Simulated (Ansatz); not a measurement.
# C₃HF₅O: one species, many methods

An exercise on one series of results from a longer session: the logs are not shown, and one member is left open.

Method: functionals in def2-TZVPP, the program's frozen cores in correlated methods; program: Ansatz 0.2.0, Gaussian basis.

Plan: LDA (SPW92), PBE-D4, revPBE-D4, BLYP-D4, r2SCAN-D4, B97M-V, PBE0-D4, B3LYP-D4, r2SCANh-D4, r2SCAN0-D4, HSE06-D4, BHLYP-D4, CAM-B3LYP-D4, LC-ωPBE, ωB97X-V, ωB97M-V, B2PLYP, PBE-QIDH; CCSD(T)/def2-SVP; MP2/def2-TZVPP; MP2/def2-QZVPP; RPA on PBE.

## Structure used throughout

All runs share one geometry, relaxed beforehand with PBE0-D4 in a triple-zeta def2 set.

SMILES `O=C(C(F)F)C(F)(F)F`, 10 atoms, charge 0, spin multiplicity 1.

Atoms are counted from 1 here; the program's logs count them from 0.

Bond lengths: O1–C2 1.188 Å, C2–C3 1.537 Å, C2–C6 1.550 Å, C3–F4 1.336 Å, C3–F5 1.351 Å, C3–H10 1.097 Å, C6–F7 1.338 Å, C6–F8 1.320 Å, C6–F9 1.330 Å. Angles: O1–C2–C3 122.9°, O1–C2–C6 121.2°, C3–C2–C6 115.9°, C2–C3–F4 109.4°, C2–C3–F5 109.2°, C2–C3–H10 111.1°, F4–C3–F5 109.1°, F4–C3–H10 109.3°, F5–C3–H10 108.7°, C2–C6–F7 109.7°, C2–C6–F8 110.7°, C2–C6–F9 110.3°, F7–C6–F8 108.7°, F7–C6–F9 108.5°, F8–C6–F9 108.8°.

The first run:

File in.yaml:

```yaml
crystal:
  periodic: [false, false, false]
  atoms:
    - {symbol: O, position_ang: [0.370167, -1.695226, -0.699959]}
    - {symbol: C, position_ang: [0.141679, -0.613336, -0.265423]}
    - {symbol: C, position_ang: [0.466728, 0.679221, -1.030808]}
    - {symbol: F, position_ang: [1.305201, 0.401416, -2.033285]}
    - {symbol: F, position_ang: [1.056675, 1.558154, -0.190642]}
    - {symbol: C, position_ang: [-0.548647, -0.428873, 1.109913]}
    - {symbol: F, position_ang: [-1.433964, 0.571723, 1.040736]}
    - {symbol: F, position_ang: [-1.183032, -1.530235, 1.466075]}
    - {symbol: F, position_ang: [0.352069, -0.131634, 2.042013]}
    - {symbol: H, position_ang: [-0.443677, 1.137591, -1.435624]}
basis:
  gaussian: {orbitals: def2-TZVPP}
hamiltonian: {xc: lda}
output: {orbitals: {seedname: orbitals}}
```

Run with:

```sh
$ ansatz run in.yaml --threads 8 --pin off --events-out ev --progress --plain --max-ram 18278MiB
```

Steps of the session up to this table: LDA; PBE-D4 (GGA); revPBE-D4 (GGA); BLYP-D4 (GGA); r2SCAN-D4 (meta-GGA); B97M-V (meta-GGA); PBE0-D4 (hybrid); B3LYP-D4 (hybrid); r2SCANh-D4 (hybrid); r2SCAN0-D4 (hybrid); HSE06-D4 (hybrid); BHLYP-D4 (hybrid); CAM-B3LYP-D4 (range-separated); LC-ωPBE (range-separated); ωB97X-V (range-separated); ωB97M-V (range-separated); B2PLYP (double hybrid); PBE-QIDH (double hybrid).

One of the session's tables, all rows but one given; the rest of the session is left out.

It belongs to the step «Orbital energies across the functionals». 

```
  functional  HOMO (eV)  LUMO (eV)  gap (eV)
 LDA (SPW92)      -7.39      -4.00      3.39
      PBE-D4      -7.16      -3.65      3.51
   revPBE-D4      -7.06      -3.52      3.54
     BLYP-D4      -7.13      -3.54      3.59
   r2SCAN-D4      -7.53      -3.51      4.03
      B97M-V          ?          ?         ?
     PBE0-D4      -8.90      -2.55      6.36
    B3LYP-D4      -8.70      -2.84      5.86
  r2SCANh-D4      -8.18      -3.10      5.09
  r2SCAN0-D4      -9.16      -2.47      6.69
    HSE06-D4      -8.49      -2.93      5.55
    BHLYP-D4     -10.66      -1.32      9.34
CAM-B3LYP-D4     -10.46      -1.34      9.12
     LC-ωPBE     -11.69      -0.03     11.66
     ωB97X-V     -11.37      -0.10     11.27
     ωB97M-V     -11.30      -0.16     11.14
```

Q: Estimate the row for B97M-V from the others.

As computed: HOMO (eV): -7.69; LUMO (eV): -3.34; gap (eV): 4.35. In the column «HOMO (eV)» it lies between r2SCANh-D4 (-8.18) and r2SCAN-D4 (-7.53).
